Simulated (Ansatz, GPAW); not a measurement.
Al₂O₃: GLLB-SC, run from Python

These are simulated results from GPAW 26.7.0, not measurements. The cell was built from a prototype and was relaxed with r2SCAN in plane waves (Ansatz 0.2.0). Not every such cell is a known phase. All runs are without spin polarisation.

It is trigonal, R-3c (No. 167); a = 4.759 Å, c = 12.995 Å in the conventional setting, 8.49 Å³ an atom. Around Al lie 6 O at 1.86–1.97 Å; around O lie 4 Al at 1.86–1.97 Å.

GLLB-SC is a model potential. Its fundamental gap is the Kohn-Sham gap plus a derivative discontinuity, which the script evaluates at the band edges among the listed k points. Its total energy isn't variational and serves nothing here.

Input script:

```python
import json
from ase import Atoms
from gpaw import GPAW, PW, FermiDirac

atoms = Atoms(['Al', 'Al', 'Al', 'Al', 'O', 'O', 'O', 'O', 'O', 'O'],
              cell=[[2.379361, 1.373725, 4.331594], [-2.379361, 1.373725, 4.331594], [0.0, -2.74745, 4.331594]],
              scaled_positions=[[0.851912, 0.851912, 0.851912], [0.351912, 0.351912, 0.351912], [0.148088, 0.148088, 0.148088], [0.648088, 0.648088, 0.648088], [0.443634, 0.056366, 0.75], [0.056366, 0.75, 0.443634], [0.556366, 0.943634, 0.25], [0.25, 0.556366, 0.943634], [0.943634, 0.25, 0.556366], [0.75, 0.443634, 0.056366]],
              pbc=True)
calc = GPAW(mode=PW(400), xc='GLLBSC', kpts={'size': (4, 4, 4), 'gamma': True},
            occupations=FermiDirac(0.02), maxiter=100, legacy_gpaw=True, txt='gpaw.txt')
atoms.calc = calc
res = {'energy': atoms.get_potential_energy(force_consistent=True)}
res['electrons'] = calc.get_number_of_electrons()
res['k'] = calc.get_ibz_k_points().tolist()
res['levels'] = [calc.get_eigenvalues(kpt=i).tolist() for i in range(len(res['k']))]
points = [[0.0, 0.0, 0.0], [0.5, 0.5, 0.5], [0.766281, 0.233719, 0.5], [0.5, -0.233719, 0.233719], [0.5, 0.0, 0.0], [0.366859, -0.366859, 0.0], [0.633141, 0.0, 0.366859], [0.5, 0.0, 0.5]]
bands = calc.fixed_density(kpts=points, symmetry='off', nbands=round(res['electrons']) // 2 + 6, convergence={'bands': -2}, txt='bands.txt')
res['points'] = [bands.get_eigenvalues(kpt=i).tolist() for i in range(len(points))]
homo, lumo = bands.get_homo_lumo()
potential = calc.hamiltonian.xc.response.calculate_discontinuity_potential(homo, lumo)
res['discontinuity'] = bands.hamiltonian.xc.response.calculate_discontinuity(potential)
json.dump(res, open('results.json', 'w'))
print('free energy (eV):', round(res['energy'], 5))
```

Command: `python run.py`. It took 2.2 min on 1 thread of Arm Neoverse N1, with other jobs on the host, peak memory 0.24 GiB.

The log gpaw.txt, trimmed of paths, versions and times, then the last line on the terminal. An iter line gives the energy in eV and the logarithms of the changes of orbitals (plane waves alone) and density (c: converged):

```
___ ___ ___ _ _ _
 |   |   |_  | | | |

 | | | | | . | | | |

 |__ |  _|___|_____|  26.7.0
 |___|_|

Input parameters:
  kpts: {gamma: True,
         size: (4, 4, 4)}
  maxiter: 100
  mode: {ecut: 400.0,
         name: pw}
  occupations: {fixmagmom: False,
                name: fermi-dirac,
                width: 0.02}
  xc: GLLBSC

System changes: positions, numbers, cell, pbc, initial_charges, initial_magmoms

Initialize ...

species:
  Al:
    name:    Aluminium
    Z:       13.0
    valence: 3
    core:    10
    charge:  0.0  # [|e|]
    compensation charges:
      type: gauss
      rc: 0.34  # [Å]
      lmax: 2
    cutoffs:
      filter: 1.91  # [Å]
      core: 2.36  # [Å]
    projectors
    | kind |    occ | energy [eV] | rcut [Å] |

    |------|--------|-------------|----------|

    |   3s |  2.000 |      -7.950 |    1.085 |

    |   3p |  1.000 |      -3.225 |    1.085 |

    |    s |        |      19.261 |    1.085 |

    |    p |        |      23.986 |    1.085 |

    |    d |        |       0.000 |    1.085 |

    Using partial waves for Al as LCAO basis

  O:
    name:    Oxygen
    Z:       8.0
    valence: 6
    core:    2
    charge:  0.0  # [|e|]
    compensation charges:
      type: gauss
      rc: 0.21  # [Å]
      lmax: 2
    cutoffs:
      filter: 1.17  # [Å]
      core: 0.83  # [Å]
    projectors
    | kind |    occ | energy [eV] | rcut [Å] |

    |------|--------|-------------|----------|

    |   2s |  2.000 |     -28.986 |    0.688 |

    |   2p |  4.000 |     -13.358 |    0.598 |

    |    s |        |      -1.774 |    0.688 |

    |    p |        |      13.853 |    0.598 |

    |    d |        |       0.000 |    0.619 |

    Using partial waves for O as LCAO basis

Reference energy: -38560.412462  # eV

Spin-paired calculation

Convergence criteria:
 Maximum [total energy] change in last 3 cyles: 0.0005 eV / valence electron
 Maximum integral of absolute [dens]ity change: 0.0001 electrons / valence electron
 Maximum integral of absolute [eigenst]ate change: 4e-08 eV^2 / valence electron
 Maximum number of scf [iter]ations: 100
 (Square brackets indicate name in SCF output, whereas a 'c' in
 the SCF output indicates the quantity has converged.)

Symmetries present (total): 2

  ( 1  0  0)  (-1  0  0)
  ( 0  1  0)  ( 0 -1  0)
  ( 0  0  1)  ( 0  0 -1)

64 k-points: 4 x 4 x 4 Monkhorst-Pack grid + [1/8,1/8,1/8]
36 k-points in the irreducible part of the Brillouin zone
       k-points in crystal coordinates                weights
   0:     0.00000000    0.00000000    0.00000000          1/64
   1:     0.00000000    0.00000000    0.25000000          2/64
   2:     0.00000000    0.00000000    0.50000000          1/64
   3:     0.00000000    0.25000000   -0.25000000          2/64
   4:     0.00000000    0.25000000    0.00000000          2/64
   5:     0.00000000    0.25000000    0.25000000          2/64
   6:     0.00000000    0.25000000    0.50000000          2/64
   7:     0.00000000    0.50000000    0.00000000          1/64
   8:     0.00000000    0.50000000    0.25000000          2/64
   9:     0.00000000    0.50000000    0.50000000          1/64
          ...
  35:     0.50000000    0.50000000    0.50000000          1/64

Wave functions: Plane wave expansion
  Cutoff energy: 400.000 eV
  Number of coefficients (min, max): 1535, 1581
  Pulay-stress correction: 0.000000 eV/Ang^3 (de/decut=0.000000)
  Using FFTW library
  ScaLapack parameters: grid=1x1, blocksize=None
  Wavefunction extrapolation:
    Improved wavefunction reuse through dual PAW basis

Occupation numbers: Fermi-Dirac:
  width: 0.0200  # eV

Eigensolver
   Davidson(niter=2)

Densities:
  Coarse grid: 24*24*24 grid
  Fine grid: 48*48*48 grid
  Total Charge: 0.000000

Density mixing:
  Method: separate
  Backend: msr1
  Linear mixing parameter: 0.05
  old densities: 10
  Width of damping distribution: 1.1
  Damping of long wavelength oscillations: 20

Hamiltonian:
  XC and Coulomb potentials evaluated on a 48*48*48 grid
  Using the GLLBSC Exchange-Correlation functional
  External potential:
    NoExternalPotential

XC parameters: GLLBSC functional being used consists of
  -----------------------------------------------------------------------
  | Weight | Module     | Description                                   |

  -----------------------------------------------------------------------
  |  1.000 | SCREENING  | GGA_X_PBE_SOL with 2 nearest neighbor stencil |

  |  1.000 | RESPONSE   | eps=0.0500 eV                                 |

  |  1.000 | XC         | GGA_C_PBE_SOL with 2 nearest neighbor stencil |

  -----------------------------------------------------------------------

Memory estimate:
  Process memory now: 114.38 MiB
  Calculator: 50.28 MiB
    Density: 6.89 MiB
      Arrays: 2.74 MiB
      Localized functions: 2.04 MiB
      Mixer: 2.11 MiB
    Hamiltonian: 1.84 MiB
      Arrays: 1.79 MiB
      XC: 0.00 MiB
      Poisson: 0.00 MiB
      vbar: 0.05 MiB
    Wavefunctions: 41.55 MiB
      Arrays psit_nG: 28.66 MiB
      Eigensolver: 1.08 MiB
      Projections: 2.36 MiB
      Projectors: 8.05 MiB
      PW-descriptor: 1.40 MiB

Total number of cores used: 1

Number of atoms: 10
Number of atomic orbitals: 40
Number of bands in calculation: 33
Number of valence electrons: 48
Bands to converge: occupied

... initialized

Initializing position-dependent things.

Density initialized from atomic densities
Creating initial wave functions:
  33 bands from LCAO basis set
Positions:
   0 Al    -0.000000   -0.000000   11.070411    ( 0.0000,  0.0000,  0.0000)
   1 Al    -0.000000    0.000000    4.573020    ( 0.0000,  0.0000,  0.0000)
   2 Al     0.000000   -0.000000    1.924371    ( 0.0000,  0.0000,  0.0000)
   3 Al     0.000000    0.000000    8.421762    ( 0.0000,  0.0000,  0.0000)
   4 O      0.921450   -1.373725    5.414492    ( 0.0000,  0.0000,  0.0000)
   5 O     -1.650406   -0.111137    5.414492    ( 0.0000,  0.0000,  0.0000)
   6 O     -0.921450    1.373725    7.580290    ( 0.0000,  0.0000,  0.0000)
   7 O     -0.728955   -1.484862    7.580290    ( 0.0000,  0.0000,  0.0000)
   8 O      1.650406    0.111137    7.580290    ( 0.0000,  0.0000,  0.0000)
   9 O      0.728955    1.484862    5.414492    ( 0.0000,  0.0000,  0.0000)

Unit cell:
           periodic     x           y           z      points  spacing
  1. axis:    yes    2.379361    1.373725    4.331594    24     0.1637
  2. axis:    yes   -2.379361    1.373725    4.331594    24     0.1637
  3. axis:    yes    0.000000   -2.747450    4.331594    24     0.1637

  Lengths:   5.129443   5.129443   5.129443
  Angles:   55.273387  55.273387  55.273379

Effective grid spacing dv^(1/3) = 0.1832

iter:   1   -83.937150
iter:   2   -82.232282   -1.94  -0.71
iter:   3   -65.047934   -0.46  -0.75
iter:   4   -66.552539   -1.59  -1.14
iter:   5   -67.500999   -1.46  -1.45
iter:   6   -66.078909   -2.41  -1.54
iter:   7   -65.905693   -3.24  -2.30
iter:   8   -65.904780   -4.27  -3.13
iter:   9   -65.918378c  -6.08  -3.18
iter:  10   -65.945970   -5.74  -3.29
iter:  11   -65.945196   -6.88  -4.51c
iter:  12   -65.944533c  -8.58c -5.01c

Converged after 12 iterations.

Energy contributions relative to reference atoms: (reference = -38560.412462)

Kinetic:        +57.423237
Potential:      -30.035378
External:        +0.000000
XC:             -92.678829
Entropy (-ST):   -0.000000
Local:           -0.653563
SIC:             +0.000000
--------------------------
Free energy:    -65.944533
Extrapolated:   -65.944533

GLLBSC response reference energy: 3.44623 eV (from HOMO)

Showing only first 2 kpts
 Kpt  Band  Eigenvalues  Occupancy
  0    22      3.40934    2.00000
  0    23      3.44630    2.00000
  0    24     10.49288    0.00000
  0    25     13.72535    0.00000

  1    22      3.32420    2.00000
  1    23      3.38207    2.00000
  1    24     11.72515    0.00000
  1    25     14.75229    0.00000

Fermi level: 4.87351

Gap: 7.047 eV
Transition (v -> c):
  (s=0, k=0, n=23, [0.00, 0.00, 0.00]) -> (s=0, k=0, n=24, [0.00, 0.00, 0.00])
No difference between direct/indirect transitions

free energy (eV): -65.94453
```

The gap in the log is over the mesh alone; results.json adds the listed points. GLLB-SC gives a gap of 9.51 eV (7.047 eV Kohn-Sham over the listed points plus 2.467 eV discontinuity). On the same cell, plane-wave PBE (Ansatz, 6×6×6 k points and the special points) gives a gap of 6.24 eV and r2SCAN a gap of 7.14 eV; on shared hosts these took about 11 and 30 core-seconds on the 10-atom cell, against 130 for the script. Semilocal gaps usually lie below measured ones.
